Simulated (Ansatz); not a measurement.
**ClFH₃NSi: one molecule under many settings**

How do the results and run time of ClFH₃NSi respond when the settings are drawn wide?

Program: Ansatz 0.2.0, Gaussian basis. Level of theory: the settings change from run to run. These are calculated values, not measurements.

3 further runs of the same task are left out: 1 for a known fault of the program, 2 that didn't finish.

## Step 1: The relaxed structure

An earlier PBE0-D4 in a triple-zeta def2 set relaxation fixed the geometry.

SMILES `N[SiH](F)Cl`, 7 atoms, charge 0, spin multiplicity 1.

Atoms are counted from 1 here; the program's logs count them from 0.

Bond lengths: N1–Si2 1.685 Å, N1–H5 1.006 Å, N1–H6 1.006 Å, Si2–F3 1.593 Å, Si2–Cl4 2.039 Å, Si2–H7 1.471 Å. Angles: Si2–N1–H5 122.2°, Si2–N1–H6 121.7°, H5–N1–H6 112.7°, N1–Si2–F3 114.5°, N1–Si2–Cl4 107.9°, N1–Si2–H7 110.7°, F3–Si2–Cl4 105.8°, F3–Si2–H7 106.2°, Cl4–Si2–H7 111.6°.

## Step 2: RPA/x2c-TZVPPall

This run has multiplicity 3, correlated electrons set to outside_noble_gas.

Input file in.yaml:

```yaml
crystal:
  periodic: [false, false, false]
  atoms:
    - {symbol: N, position_ang: [-0.717215, -0.734698, -0.309910]}
    - {symbol: Si, position_ang: [0.501499, 0.342949, 0.130396]}
    - {symbol: F, position_ang: [0.745125, 0.460347, 1.700749]}
    - {symbol: Cl, position_ang: [-0.054262, 2.205187, -0.486881]}
    - {symbol: H, position_ang: [-1.691045, -0.482875, -0.285664]}
    - {symbol: H, position_ang: [-0.573885, -1.730724, -0.293548]}
    - {symbol: H, position_ang: [1.789773, -0.060185, -0.455132]}
basis:
  gaussian: {orbitals: x2c-TZVPPall}
magnetization: {spin_polarized: true, initial_magnetization: 2}
hamiltonian: {xc: {name: PBE0}}
correlation: {method: rpa, electrons: outside_noble_gas}
```

On the command line:

```console
> ansatz run in.yaml --threads 2 --pin off --events-out ev --progress --plain --max-ram 32768MiB --backend cpu
```

The log of the run:

```text
Functional definition: PBE0
  name "PBE0"
  cite "Adamo & Barone, J. Chem. Phys. 110, 6158 (1999) doi:10.1063/1.478522"
  cite "Perdew, Burke & Ernzerhof, Phys. Rev. Lett. 77, 3865 (1996) doi:10.1103/PhysRevLett.77.3865"
  parent pbe
  parameter a = 0.25
  parameter kappa = 0.804
  parameter beta = 0.06672455060314922
  exchange = (1 - a)*pbe_x(kappa = kappa, mu = beta*pi^2/3) + a*exact_x
  correlation = pbe_c(beta = beta)
1127 factors; integrals over basis functions are off by at most 1.5e-3 eV
mean field evaluation 1: about -24689.2486 eV, gradient 5.2e1 eV
mean field evaluation 2: about -24689.3290 eV, gradient 5.2e1 eV
mean field evaluation 4: about -24698.5727 eV, gradient 1.6e1 eV
mean field evaluation 8: about -24702.0385 eV, gradient 9.9e0 eV
mean field evaluation 16: about -24702.7099 eV, gradient 1.2e-1 eV
mean field evaluation 32: about -24702.7107 eV, gradient 1.8e-5 eV
mean field evaluation 64: about -24685.8857 eV, gradient 2.5e1 eV
a density is far from that of the atoms, so the factors are made again for it
1149 factors; integrals over basis functions are off by at most 1.5e-3 eV
mean field evaluation 96: about -24702.6726 eV, gradient 1.9e0 eV
mean field evaluation 128: about -24698.1691 eV, gradient 2.9e1 eV
mean field evaluation 160: about -24701.9848 eV, gradient 2.4e0 eV
mean field -24702.71070617 eV, -907.8078743531 hartree, gradient 8.5e-6 eV, S^2 2.003437; 5 other end points of the search recorded, 0 dependent functions left out
12 core orbitals not correlated: weight in the atoms' cores, before any rotation towards them, 1.000 or more for the frozen orbitals, at most 0.000 for the correlated occupied ones
reference -24658.68024990 eV, -906.1897849301 hartree; 14, 12 occupied and 162, 164 virtual orbitals, 1149 factors
Total energy: -24688.83759931 eV, -907.2980470794 hartree
Relativity: scalar
```

Run time: 59 s. Hardware: 2 threads, shared host; peak memory 0.68 GiB.

⟨S²⟩ 2.003.

## Step 3: BCCD(T)/STO-3G

This run has the search for lower states set to off.

in.yaml: that of step 2 with these lines changed.

```diff
@@ -11,5 +11,5 @@
 basis:
-  gaussian: {orbitals: x2c-TZVPPall}
-magnetization: {spin_polarized: true, initial_magnetization: 2}
-hamiltonian: {xc: {name: PBE0}}
-correlation: {method: rpa, electrons: outside_noble_gas}
+  gaussian: {orbitals: STO-3G}
+hamiltonian: {xc: {name: HF}}
+correlation: {method: bccd_t}
+scf: {lower_state_search: off}
```

Launched as before.

The log of the run, shortened:

```text
Functional definition: HF
  name "HF"
  cite "Fock, Z. Phys. 61, 126 (1930) doi:10.1007/BF01340294"
  parent pbe
[...]
372 factors; integrals over basis functions are off by at most 2.6e-5 eV
[...]
mean field -24321.52578692 eV, -893.7995869470 hartree, gradient 8.1e-7 eV, S^2 0.000000; 0 other end points of the search recorded, 0 dependent functions left out
12 core orbitals not correlated: weight in the atoms' cores, before any rotation towards them, 1.000 or more for the frozen orbitals, at most 0.000 for the correlated occupied ones
reference -24321.52578692 eV, -893.7995869470 hartree; 13, 13 occupied and 6, 6 virtual orbitals, 372 factors
second order -2.59065010 eV of doubles, -0.00000000 eV of singles
cycle   1  -3.03333171 eV  change   -4.4e-1 eV  update   6.7e-2
[...]
cycle   9  -3.27583524 eV  change   -3.1e-6 eV  update   5.1e-6
perturbative correction -0.10792171 eV, -0.0039660498 hartree
Total energy: -24324.90954387 eV, -893.9239377213 hartree
Checks for a lower state left out: stability, starts, cluster_reference, orbital_swaps, neighbouring_geometries, increment
```

Run time: 0.42 s. Hardware: 2 threads, shared host.

## Step 4: B2GP-PLYP/ANO-RCC-VTZP

This run has density fitting with def2-universal-jkfit, a point charge of 1.00 e beside it, the search for lower states set to full.

in.yaml: that of step 3 with these lines changed.

```diff
@@ -11,5 +11,5 @@
 basis:
-  gaussian: {orbitals: STO-3G}
-hamiltonian: {xc: {name: HF}}
-correlation: {method: bccd_t}
-scf: {lower_state_search: off}
+  gaussian: {orbitals: ANO-RCC-VTZP, fitting: {mean_field: def2-universal-jkfit}, point_charges: [{charge: 1.00, position_ang: [5.683, -0.877, 0.926]}]}
+hamiltonian: {xc: {name: B2GP-PLYP}}
+scf: {lower_state_search: full}
+output: {forces: true}
```

Launched as before.

The log of the run, shortened:

```text
Functional definition: B2GP-PLYP
  name "B2GP-PLYP"
  cite "Karton, Tarnopolsky, Lamère, Schatz & Martin, J. Phys. Chem. A 112, 12868 (2008) doi:10.1021/jp801805p"
  cite "Becke, Phys. Rev. A 38, 3098 (1988) doi:10.1103/PhysRevA.38.3098"
  cite "Lee, Yang & Parr, Phys. Rev. B 37, 785 (1988) doi:10.1103/PhysRevB.37.785"
[...]
464 factors; integrals over basis functions are off by at most 5.4e-1 eV
[...]
mean field -24700.70305680 eV, -907.7340945996 hartree, gradient 2.7e-6 eV, S^2 0.000000; 0 other end points of the search recorded, 0 dependent functions left out
12 core orbitals not correlated: weight in the atoms' cores, before any rotation towards them, 1.000 or more for the frozen orbitals, at most 0.000 for the correlated occupied ones
reference -24700.70318844 eV, -907.7340994373 hartree; 13, 13 occupied and 145, 145 virtual orbitals, 464 factors
second order -24.13729583 eV of doubles, -0.00000000 eV of singles
[...]
Total energy: -24709.39261494 eV, -908.0534299713 hartree
Relativity: scalar
Atom 0 at    -0.717215    -0.734698    -0.309910 Å, force     0.204641    -0.116036     0.059888 eV/Å
Atom 1 at     0.501499     0.342949     0.130396 Å, force    -0.575762     0.196939    -0.392846 eV/Å
Atom 2 at     0.745125     0.460347     1.700749 Å, force     0.281712    -0.060432     0.232031 eV/Å
Atom 3 at    -0.054262     2.205187    -0.486881 Å, force     0.150882    -0.094724     0.028975 eV/Å
Atom 4 at    -1.691045    -0.482875    -0.285664 Å, force     0.078281    -0.025902    -0.026235 eV/Å
Atom 5 at    -0.573885    -1.730724    -0.293548 Å, force    -0.101794     0.086606    -0.020845 eV/Å
Atom 6 at     1.789773    -0.060185    -0.455132 Å, force    -0.003267    -0.018082     0.107904 eV/Å
Dipole moment:    -0.379239    -0.378942    -0.199987 e Å
```

Run time: 19 s. Hardware: 2 threads, shared host.

Largest force 0.724 eV/Å, dipole 2.75 D.

## Step 5: revPBE/def2-TZVPP

Options: charge -1, multiplicity 2, density fitting with cc-pVTZ-jkfit, D4 dispersion.

in.yaml: that of step 4 with these lines changed.

```diff
@@ -11,5 +11,5 @@
 basis:
-  gaussian: {orbitals: ANO-RCC-VTZP, fitting: {mean_field: def2-universal-jkfit}, point_charges: [{charge: 1.00, position_ang: [5.683, -0.877, 0.926]}]}
-hamiltonian: {xc: {name: B2GP-PLYP}}
-scf: {lower_state_search: full}
-output: {forces: true}
+  gaussian: {orbitals: def2-TZVPP, fitting: {mean_field: cc-pVTZ-jkfit}}
+total_charge: -1
+magnetization: {spin_polarized: true, initial_magnetization: 1}
+hamiltonian: {xc: {name: revPBE}, dispersion: d4}
```

Launched as before.

The log of the run:

```text
Functional definition: revPBE
  name "revPBE"
  cite "Zhang & Yang, Phys. Rev. Lett. 80, 890 (1998) doi:10.1103/PhysRevLett.80.890"
  cite "Perdew, Burke & Ernzerhof, Phys. Rev. Lett. 77, 3865 (1996) doi:10.1103/PhysRevLett.77.3865"
  parameter kappa = 1.245
  parameter beta = 0.06672455060314922
  exchange = pbe_x(kappa = kappa, mu = beta*pi^2/3)
  correlation = pbe_c(beta = beta)
490 factors; integrals over basis functions are off by at most 1.4e0 eV
mean field evaluation 1: about -24648.2003 eV, gradient 4.1e1 eV
mean field evaluation 2: about -24595.8370 eV, gradient 9.9e1 eV
mean field evaluation 4: about -24654.1265 eV, gradient 1.2e1 eV
mean field evaluation 8: about -24655.2946 eV, gradient 2.3e-1 eV
mean field evaluation 16: about -24655.2901 eV, gradient 1.3e-3 eV
mean field evaluation 32: about -24655.1502 eV, gradient 7.4e-1 eV
mean field -24655.29011319 eV, -906.0651997038 hartree, gradient 1.9e-5 eV, S^2 0.750895; 4 other end points of the search recorded, 0 dependent functions left out
reference -24655.29016119 eV, -906.0652014678 hartree; 26, 25 occupied and 162, 163 virtual orbitals, 490 factors
Total energy: -24655.81840440 eV, -906.0846140476 hartree
```

Run time: 8.6 s. Hardware: 2 threads, shared host.

⟨S²⟩ 0.751.

## Step 6: HSE06/6-31G*

Set apart from the defaults: relativity set to scalar.

in.yaml: that of step 5 with these lines changed.

```diff
@@ -11,5 +11,4 @@
 basis:
-  gaussian: {orbitals: def2-TZVPP, fitting: {mean_field: cc-pVTZ-jkfit}}
-total_charge: -1
-magnetization: {spin_polarized: true, initial_magnetization: 1}
-hamiltonian: {xc: {name: revPBE}, dispersion: d4}
+  gaussian: {orbitals: "6-31G*"}
+hamiltonian: {xc: {name: HSE06}, pseudopotentials: {relativity: scalar}}
+output: {forces: true}
```

Same command.

The log of the run, shortened:

```text
Functional definition: HSE06
  name "HSE06"
  cite "Heyd, Scuseria & Ernzerhof, J. Chem. Phys. 118, 8207 (2003) doi:10.1063/1.1564060"
  cite "Krukau, Vydrov, Izmaylov & Scuseria, J. Chem. Phys. 125, 224106 (2006) doi:10.1063/1.2404663"
  cite "Heyd & Scuseria, J. Chem. Phys. 120, 7274 (2004) doi:10.1063/1.1668634"
  cite "Ernzerhof & Perdew, J. Chem. Phys. 109, 3313 (1998) doi:10.1063/1.476928"
  cite "Perdew, Burke & Ernzerhof, Phys. Rev. Lett. 77, 3865 (1996) doi:10.1103/PhysRevLett.77.3865"
  parent pbe
[...]
  # The whole range is PBE's own exchange, as in plane waves. The composition of these papers is wPBEh.
[...]
687 factors; integrals over basis functions are off by at most 9.2e-4 eV
86 factors; integrals over basis functions are off by at most 2.9e-7 eV
[...]
mean field -24698.14495895 eV, -907.6400862376 hartree, gradient 1.1e-5 eV, S^2 0.000000; 0 other end points of the search recorded, 0 dependent functions left out
[...]
reference -24698.14499078 eV, -907.6400874073 hartree; 25, 25 occupied and 49, 49 virtual orbitals, 687 factors
Total energy: -24698.14499078 eV, -907.6400874073 hartree
Relativity: scalar
Atom 0 at    -0.717215    -0.734698    -0.309910 Å, force    -0.118572    -0.051252    -0.163430 eV/Å
Atom 1 at     0.501499     0.342949     0.130396 Å, force     0.235101    -0.044763    -0.149280 eV/Å
Atom 2 at     0.745125     0.460347     1.700749 Å, force     0.064597     0.053348     0.476903 eV/Å
Atom 3 at    -0.054262     2.205187    -0.486881 Å, force    -0.071096     0.183573    -0.104352 eV/Å
Atom 4 at    -1.691045    -0.482875    -0.285664 Å, force    -0.181152     0.043622     0.016632 eV/Å
Atom 5 at    -0.573885    -1.730724    -0.293548 Å, force     0.035393    -0.179678     0.000588 eV/Å
Atom 6 at     1.789773    -0.060185    -0.455132 Å, force     0.035729    -0.004850    -0.077061 eV/Å
Dipole moment:    -0.205574    -0.542307    -0.120923 e Å
```

Run time: 3.9 s. Hardware: 2 threads, shared host.

Largest force 0.484 eV/Å, dipole 2.85 D.

## Step 7: wB97/6-31G*

in.yaml: that of step 6 with these lines changed.

```diff
@@ -12,3 +12,2 @@
   gaussian: {orbitals: "6-31G*"}
-hamiltonian: {xc: {name: HSE06}, pseudopotentials: {relativity: scalar}}
-output: {forces: true}
+hamiltonian: {xc: {name: wB97}}
```

Launched as before.

The log of the run, shortened:

```text
Functional definition: wB97
  name "wB97"
  cite "Chai & Head-Gordon, J. Chem. Phys. 128, 084106 (2008) doi:10.1063/1.2834918"
  cite "Becke, J. Chem. Phys. 107, 8554 (1997) doi:10.1063/1.475007"
[...]
  # The coefficients of nought are those of the uniform gas.
[...]
      + integral(e_c_pw_opposite_spin*poly(b97_u_opposite, 1, cos1, cos2, cos3, cos4))
873 factors; their error is unknown
270 factors; integrals over basis functions are off by at most 9.9e-6 eV
[...]
mean field -24657.86724659 eV, -906.1599076094 hartree, gradient 6.0e-5 eV, S^2 0.000000; 0 other end points of the search recorded, 0 dependent functions left out
reference -24657.86723827 eV, -906.1599073039 hartree; 25, 25 occupied and 49, 49 virtual orbitals, 873 factors
Total energy: -24657.86723827 eV, -906.1599073039 hartree
```

It took 4.3 s on 2 threads, shared host.

## Step 8: PBEsol/pcseg-2

Set apart from the defaults: a point charge of 1.00 e beside it.

in.yaml: that of step 7 with these lines changed.

```diff
@@ -11,3 +11,4 @@
 basis:
-  gaussian: {orbitals: "6-31G*"}
-hamiltonian: {xc: {name: wB97}}
+  gaussian: {orbitals: pcseg-2, point_charges: [{charge: 1.00, position_ang: [6.197, -0.229, -0.577]}]}
+hamiltonian: {xc: {name: PBEsol}}
+output: {forces: true}
```

Launched as before.

The log of the run, shortened:

```text
Functional definition: PBEsol
  name "PBEsol"
  cite "Perdew et al., Phys. Rev. Lett. 100, 136406 (2008) doi:10.1103/PhysRevLett.100.136406"
  cite "Perdew, Burke & Ernzerhof, Phys. Rev. Lett. 77, 3865 (1996) doi:10.1103/PhysRevLett.77.3865"
  parent pbesol
[...]
991 factors; their error is unknown
[...]
mean field -24602.81781871 eV, -904.1368784489 hartree, gradient 2.6e-5 eV, S^2 0.000000; 0 other end points of the search recorded, 0 dependent functions left out
[...]
reference -24602.81785903 eV, -904.1368799305 hartree; 25, 25 occupied and 145, 145 virtual orbitals, 991 factors
Total energy: -24602.81785903 eV, -904.1368799305 hartree
Atom 0 at    -0.717215    -0.734698    -0.309910 Å, force     0.556208     0.248747    -0.043737 eV/Å
Atom 1 at     0.501499     0.342949     0.130396 Å, force    -0.770780     0.251197    -0.084764 eV/Å
Atom 2 at     0.745125     0.460347     1.700749 Å, force     0.239883    -0.014685     0.253817 eV/Å
Atom 3 at    -0.054262     2.205187    -0.486881 Å, force     0.119821    -0.038780    -0.016616 eV/Å
Atom 4 at    -1.691045    -0.482875    -0.285664 Å, force    -0.480084     0.134278    -0.008392 eV/Å
Atom 5 at    -0.573885    -1.730724    -0.293548 Å, force     0.009814    -0.481917    -0.002179 eV/Å
Atom 6 at     1.789773    -0.060185    -0.455132 Å, force     0.349656    -0.119205    -0.108867 eV/Å
Dipole moment:    -0.373221    -0.427731    -0.144169 e Å
```

Wall time 4.1 s (2 threads, shared host).

Largest force 0.815 eV/Å, dipole 2.81 D.

## Step 9: wB97M-V/def2-SVPD

in.yaml: that of step 8 with these lines changed.

```diff
@@ -11,4 +11,3 @@
 basis:
-  gaussian: {orbitals: pcseg-2, point_charges: [{charge: 1.00, position_ang: [6.197, -0.229, -0.577]}]}
-hamiltonian: {xc: {name: PBEsol}}
-output: {forces: true}
+  gaussian: {orbitals: def2-SVPD}
+hamiltonian: {xc: {name: wB97M-V}}
```

Same command.

The log of the run, shortened:

```text
Functional definition: wB97M-V
  name "wB97M-V"
  cite "Mardirossian & Head-Gordon, J. Chem. Phys. 144, 214110 (2016) doi:10.1063/1.4952647"
  cite "Becke, J. Chem. Phys. 107, 8554 (1997) doi:10.1063/1.475007"
  cite "Vydrov & Van Voorhis, J. Chem. Phys. 133, 244103 (2010) doi:10.1063/1.3521275"
  # Of w^i u^j: cxij and so on, Table III.
[...]
  gx(w, u) = 1 - cx + cx01*u + cx10*w
  gss(w, u) = css00 + css04*u^4 + css10*w + css20*w^2 + css43*w^4*u^3
  gos(w, u) = cos00 + cos10*w + (cos20 + cos21*u)*w^2 + (cos60 + cos61*u)*w^6
[...]
      + integral(e_c_pw_mod_opposite_spin*gos(b97_w_opposite, b97_u_opposite)) + vv10(b, c)
1065 factors; their error is unknown
421 factors; integrals over basis functions are off by at most 2.8e-5 eV
[...]
mean field -24648.60173416 eV, -905.8194063079 hartree, gradient 6.6e-5 eV, S^2 0.000000; 0 other end points of the search recorded, 0 dependent functions left out
reference -24648.60178865 eV, -905.8194083104 hartree; 25, 25 occupied and 93, 93 virtual orbitals, 1065 factors
Total energy: -24648.60178865 eV, -905.8194083104 hartree
```

It took 10 s on 2 threads, shared host.

## Step 10: B97/6-31G

This run has charge -1, multiplicity 2, restricted open-shell orbitals, high accuracy.

in.yaml: that of step 9 with these lines changed.

```diff
@@ -11,3 +11,7 @@
 basis:
-  gaussian: {orbitals: def2-SVPD}
-hamiltonian: {xc: {name: wB97M-V}}
+  gaussian: {orbitals: 6-31G}
+total_charge: -1
+magnetization: {spin_polarized: false, initial_magnetization: 1}
+hamiltonian: {xc: {name: B97}}
+accuracy: high
+output: {forces: true}
```

Launched as before.

The log of the run, shortened:

```text
Functional definition: B97
  name "B97"
  cite "Becke, J. Chem. Phys. 107, 8554 (1997) doi:10.1063/1.475007"
[...]
      + integral(e_c_pw_opposite_spin*poly(b97_u_opposite, cos0, cos1, cos2))
1188 factors; integrals over basis functions are off by at most 4.3e-9 eV
[...]
mean field -24648.33362844 eV, -905.8095536045 hartree, gradient 2.1e-8 eV, S^2 0.750000; 7 other end points of the search recorded, 0 dependent functions left out
[...]
reference -24648.33363160 eV, -905.8095537207 hartree; 26, 25 occupied and 24, 25 virtual orbitals, 1188 factors
Total energy: -24648.33363160 eV, -905.8095537207 hartree
Atom 0 at    -0.717215    -0.734698    -0.309910 Å, force    -1.441960    -1.508550    -0.538459 eV/Å
Atom 1 at     0.501499     0.342949     0.130396 Å, force     4.346288    -4.944830    -2.739266 eV/Å
Atom 2 at     0.745125     0.460347     1.700749 Å, force     0.402467     0.762562     5.157810 eV/Å
Atom 3 at    -0.054262     2.205187    -0.486881 Å, force    -2.514389     5.353244    -1.474174 eV/Å
Atom 4 at    -1.691045    -0.482875    -0.285664 Å, force    -1.346702     0.364343    -0.369340 eV/Å
Atom 5 at    -0.573885    -1.730724    -0.293548 Å, force     0.138553     0.270690     0.176692 eV/Å
Atom 6 at     1.789773    -0.060185    -0.455132 Å, force     0.415743    -0.297457    -0.213263 eV/Å
Dipole moment:    -0.403827    -0.140168    -0.111913 e Å
```

Run time: 51 s. Hardware: 2 threads, shared host; peak memory 0.65 GiB.

Largest force 7.131 eV/Å.

## Step 11: All runs side by side

```csv
level,charge,multiplicity,geometry,functions,energy (eV),time
RPA/x2c-TZVPPall,0,3,relaxed,188,-24688.838,59 s
BCCD(T)/STO-3G,0,1,relaxed,31,-24324.910,0.42 s
B2GP-PLYP/ANO-RCC-VTZP,0,1,"relaxed, point charge",170,-24709.393,19 s
revPBE/def2-TZVPP,-1,2,relaxed,188,-24655.818,8.6 s
HSE06/6-31G*,0,1,relaxed,74,-24698.145,3.9 s
wB97/6-31G*,0,1,relaxed,74,-24657.867,4.3 s
PBEsol/pcseg-2,0,1,"relaxed, point charge",170,-24602.818,4.1 s
wB97M-V/def2-SVPD,0,1,relaxed,118,-24648.602,10 s
B97/6-31G,-1,2,relaxed,50,-24648.334,51 s
```

## Step 12: What came out

```
                                         quantity                   value
                                             runs                       9
                                         quickest  BCCD(T)/STO-3G, 0.42 s
                                          slowest  RPA/x2c-TZVPPall, 59 s
spread of total energies, same state and geometry                373.2 eV
```

**Reading.** RPA/x2c-TZVPPall took 141 times as long as BCCD(T)/STO-3G. The jobs differ in tasks and options as well as level. Total energies at one charge and spin differ by 373 eV between levels, so only differences within one level mean anything. Some of these runs are scalar-relativistic and others not, which shifts the totals of all-electron atoms past neon by eV; core potentials, where a basis has them, take the core out of the total altogether. At the PBE0-D4/def2-TZVP geometry and in the same state, runs without warnings or point charges leave forces up to 0.48 eV/Å (HSE06/6-31G*).
